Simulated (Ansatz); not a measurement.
I need a relaxed scan of one distance of BrH2NSn, SMILES [NH2][Sn][Br]. Use the Ansatz DFT code, driven from Python. Level of theory (for the species named): PBE0, def2-SVP basis, multiplicity 1.

Contents of `brh2nsn.xyz`:
```text
5

N    -0.90840    0.41920   -0.33600
Sn   -0.13050   -0.48610    1.28190
Br    2.22490   -1.10400    0.74730
H    -0.27390    1.29690   -0.56210
H    -0.86220   -0.19960   -1.17240
```

`relaxed_scan.py`
```python
# -*- coding: utf-8 -*-
"""One bond of BrH2NSn held at set lengths while the rest relaxes."""

import logging
import sys
import warnings

import ansatz
import numpy as np

logging.basicConfig(stream=sys.stdout, format="%(name)s: %(message)s")
log = logging.getLogger("run")
log.setLevel(logging.INFO)


def main():
    warnings.simplefilter("ignore", ansatz.DeckWarning)

    brh2nsn = ansatz.Crystal.molecule_from_extxyz("brh2nsn.xyz")

    job = (
        brh2nsn.calculation()
        .basis(gaussian="def2-SVP")
        .functional("PBE0")
    )
    symbols = [site.symbol for site in brh2nsn.cartesian_sites]
    pairs = [(0, 1), (0, 3), (0, 4), (1, 2)]
    print("held (A)   E (eV)        ", "  ".join(f"{symbols[i]}{i}-{symbols[j]}{j}" for i, j in pairs))
    for length in [2.29, 2.49, 2.69, 2.99, 3.37]:
        data = job.relax(constraints=[ansatz.DistanceConstraint((1, 2), at=length)], force_tolerance=0.02, max_steps=60).run().report
        xyz = np.array(data["positions_ang"])
        print(f"{length:6.2f} {data['free_energy_ev']:14.5f}  ", "  ".join(f"{np.linalg.norm(xyz[i] - xyz[j]):.3f}" for i, j in pairs))


if __name__ == "__main__":
    main()
```

Running `python relaxed_scan.py` prints:
```text
held (A)   E (eV)         N0-Sn1  N0-H3  N0-H4  Sn1-Br2
  2.29   -77382.41616   2.031  1.016  1.017  2.290
  2.49   -77382.91051   2.025  1.016  1.017  2.490
  2.69   -77382.87217   2.019  1.017  1.016  2.690
  2.99   -77382.40661   2.012  1.018  1.016  2.990
  3.37   -77381.65702   2.005  1.019  1.016  3.370
```

Reading the output:
- Total energies depend on the basis set; only differences at equal settings carry meaning.
- The energies are electronic: no zero-point or thermal terms, and the basis set is short of its limit.
- def2 sets replace the cores of elements past krypton by effective core potentials.
- The script silences the warnings on its input, which a real study should read.
- Hardware and time: 6 min on 1 thread of Arm Neoverse V1, with other jobs on the host, peak memory 0.26 GiB.
